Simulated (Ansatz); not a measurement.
# Cl₃H₂NSn: one species, many methods

An exercise on one series of results from a longer session: the logs are not shown, and one member is left open.

Method: functionals in def2-TZVPP, the program's frozen cores in correlated methods; program: Ansatz 0.2.0, Gaussian basis.

Levels to be run: LDA (SPW92), PBE-D4, revPBE-D4, BLYP-D4, r2SCAN-D4, B97M-V, PBE0-D4, B3LYP-D4, r2SCANh-D4, r2SCAN0-D4, HSE06-D4, BHLYP-D4, CAM-B3LYP-D4, LC-ωPBE, ωB97X-V, ωB97M-V, B2PLYP, PBE-QIDH; CCSD(T)/def2-SVP; CCSD(T)/def2-TZVPP; MP2/def2-QZVPP; extrapolation to the limit; RPA on PBE.

1 further run of the same task is left out (for a known fault of the program).

### Structure used throughout

The geometry comes from an earlier relaxation with PBE0-D4 in a triple-zeta def2 set; it is a stationary point, not always the lowest conformer. Sn takes the def2 core potential; no spin-orbit term is included.

SMILES `[NH2][Sn]([Cl])([Cl])[Cl]`, 7 atoms, charge 0, spin multiplicity 1.

Atoms are counted from 1 here; the program's logs count them from 0.

Bond lengths: N1–Sn2 1.995 Å, N1–H6 1.013 Å, N1–H7 1.013 Å, Sn2–Cl3 2.295 Å, Sn2–Cl4 2.311 Å, Sn2–Cl5 2.295 Å. Angles: Sn2–N1–H6 112.4°, Sn2–N1–H7 112.4°, H6–N1–H7 108.5°, N1–Sn2–Cl3 108.3°, N1–Sn2–Cl4 115.7°, N1–Sn2–Cl5 108.2°, Cl3–Sn2–Cl4 107.1°, Cl3–Sn2–Cl5 110.4°, Cl4–Sn2–Cl5 107.1°.

Geometry (Å):

```xyz
7

N    -0.4859    0.8717    0.9364
Sn    0.3729   -0.3286   -0.4053
Cl    2.0797   -1.4602    0.6304
Cl   -1.0098   -1.9133   -1.3629
Cl    1.1932    0.9716   -2.1092
H    -1.2315    1.4284    0.5352
H    -0.8572    0.3623    1.7297
```

Set-up of the first run:

The input, in.yaml:

```yaml
crystal:
  periodic: [false, false, false]
  atoms:
    - {symbol: N, position_ang: [-0.485898, 0.871692, 0.936351]}
    - {symbol: Sn, position_ang: [0.372874, -0.328605, -0.405265]}
    - {symbol: Cl, position_ang: [2.079662, -1.460175, 0.630446]}
    - {symbol: Cl, position_ang: [-1.009780, -1.913285, -1.362865]}
    - {symbol: Cl, position_ang: [1.193161, 0.971588, -2.109158]}
    - {symbol: H, position_ang: [-1.231513, 1.428414, 0.535171]}
    - {symbol: H, position_ang: [-0.857206, 0.362269, 1.729720]}
basis:
  gaussian: {orbitals: def2-TZVPP}
hamiltonian: {xc: lda}
output: {orbitals: {seedname: orbitals}}
```

The run is started by

```
$ ansatz run in.yaml --threads 2 --pin off --events-out ev --progress --plain --max-ram 32768MiB --backend cpu
```

Among the steps run: LDA; PBE-D4 (GGA); revPBE-D4 (GGA); BLYP-D4 (GGA); r2SCAN-D4 (meta-GGA); B97M-V (meta-GGA); B3LYP-D4 (hybrid); r2SCANh-D4 (hybrid); r2SCAN0-D4 (hybrid); HSE06-D4 (hybrid); BHLYP-D4 (hybrid); CAM-B3LYP-D4 (range-separated); LC-ωPBE (range-separated); ωB97X-V (range-separated); ωB97M-V (range-separated); B2PLYP (double hybrid); PBE-QIDH (double hybrid).

One table of the session follows, with a row left open; its other results are not shown here.

It belongs to the step «Orbital energies across the functionals». 

| functional | HOMO (eV) | LUMO (eV) | gap (eV) |
| --- | --- | --- | --- |
| LDA (SPW92) | -7.31 | -3.62 | 3.70 |
| PBE-D4 | -7.14 | -3.31 | 3.83 |
| revPBE-D4 | -7.07 | -3.20 | 3.87 |
| BLYP-D4 | -6.99 | -3.24 | 3.75 |
| r2SCAN-D4 | -7.49 | -3.12 | 4.37 |
| B97M-V | -7.55 | -3.01 | 4.54 |
| PBE0-D4 | -8.60 | -2.39 | 6.21 |
| B3LYP-D4 | -8.33 | -2.69 | 5.64 |
| r2SCANh-D4 | -8.03 | -2.79 | 5.25 |
| r2SCAN0-D4 | -8.85 | -2.28 | 6.57 |
| HSE06-D4 | -8.20 | -2.76 | 5.44 |
| BHLYP-D4 | -9.95 | -1.40 | 8.55 |
| CAM-B3LYP-D4 | -10.02 | -1.38 | 8.63 |
| LC-ωPBE | ? | ? | ? |
| ωB97X-V | -11.06 | -0.24 | 10.82 |
| ωB97M-V | -10.93 | -0.35 | 10.58 |

Estimate the missing values for LC-ωPBE.

As computed: HOMO (eV): -11.46; LUMO (eV): -0.12; gap (eV): 11.33. In the column «HOMO (eV)» it is the lowest.
